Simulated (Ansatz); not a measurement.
# BBrFHO: a ladder of functionals and wavefunction methods

An exercise on one series of results from a longer session: the logs are not shown, and one member is left open.

Method: functionals in def2-TZVPP, the program's frozen cores in correlated methods; program: Ansatz 0.2.0, Gaussian basis.

Plan: PBE-D4, r2SCAN-D4, PBE0-D4, B3LYP-D4, ωB97X-V, ωB97M-V, B2PLYP; CCSD(T)/def2-TZVPP; CCSD(T)/def2-QZVPP; extrapolation to the limit.

### The relaxed structure

All runs share one geometry, relaxed beforehand with PBE0-D4 in a triple-zeta def2 set.

SMILES `OB(F)Br`, 5 atoms, charge 0, spin multiplicity 1.

Atoms are counted from 1 here; the program's logs count them from 0.

Bond lengths: O1–B2 1.340 Å, O1–H5 0.960 Å, B2–F3 1.314 Å, B2–Br4 1.930 Å. Angles: B2–O1–H5 114.0°, O1–B2–F3 119.2°, O1–B2–Br4 122.4°, F3–B2–Br4 118.5°.

Set-up of the first run:

The input, in.yaml:

```yaml
crystal:
  periodic: [false, false, false]
  atoms:
    - {symbol: O, position_ang: [-0.197943, 0.982966, -0.439685]}
    - {symbol: B, position_ang: [0.218100, -0.038631, 0.320802]}
    - {symbol: F, position_ang: [0.970957, 0.208669, 1.368549]}
    - {symbol: Br, position_ang: [-0.248333, -1.870831, -0.065231]}
    - {symbol: H, position_ang: [-0.742780, 0.717836, -1.184435]}
basis:
  gaussian: {orbitals: def2-TZVPP}
hamiltonian: {xc: pbe, dispersion: d4}
output: {forces: true, orbitals: {seedname: orbitals}}
```

Launch:

```sh
$ ansatz run in.yaml --threads 2 --pin off --events-out ev --progress --plain --max-ram 32768MiB --backend cpu
```

Steps of the session up to this table: PBE-D4 (GGA); r2SCAN-D4 (meta-GGA); PBE0-D4 (hybrid); B3LYP-D4 (hybrid); ωB97X-V (range-separated); ωB97M-V (range-separated); B2PLYP (double hybrid); CCSD(T) in def2-TZVPP; CCSD(T) in def2-QZVPP.

One table of the session follows, with a row left open; its other results are not shown here.

| method | atomisation energy (kcal/mol) |
| --- | --- |
| PBE-D4 | 509.9 |
| r2SCAN-D4 | 500.6 |
| PBE0-D4 | ? |
| B3LYP-D4 | 491.1 |
| ωB97X-V | 493.2 |
| ωB97M-V | 495.8 |
| B2PLYP | 490.5 |
| HF/def2-TZVPP | 363.3 |
| MP2/def2-TZVPP | 505.5 |
| CCSD/def2-TZVPP | 472.2 |
| CCSD(T)/def2-TZVPP | 481.6 |
| MP2/CBS | 519.6 |
| CCSD(T)/CBS | 495.8 |

Estimate the missing values for PBE0-D4.

As computed: atomisation energy (kcal/mol): 495.0. In the column «atomisation energy (kcal/mol)» it lies between ωB97X-V (493.2) and ωB97M-V (495.8).

Caveats from the session: Free atoms (1 O, 1 B, 1 F, 1 Br, 1 H) were run apart at each level; the atomisation energy is their sum less the molecule, without zero-point or spin-orbit terms.
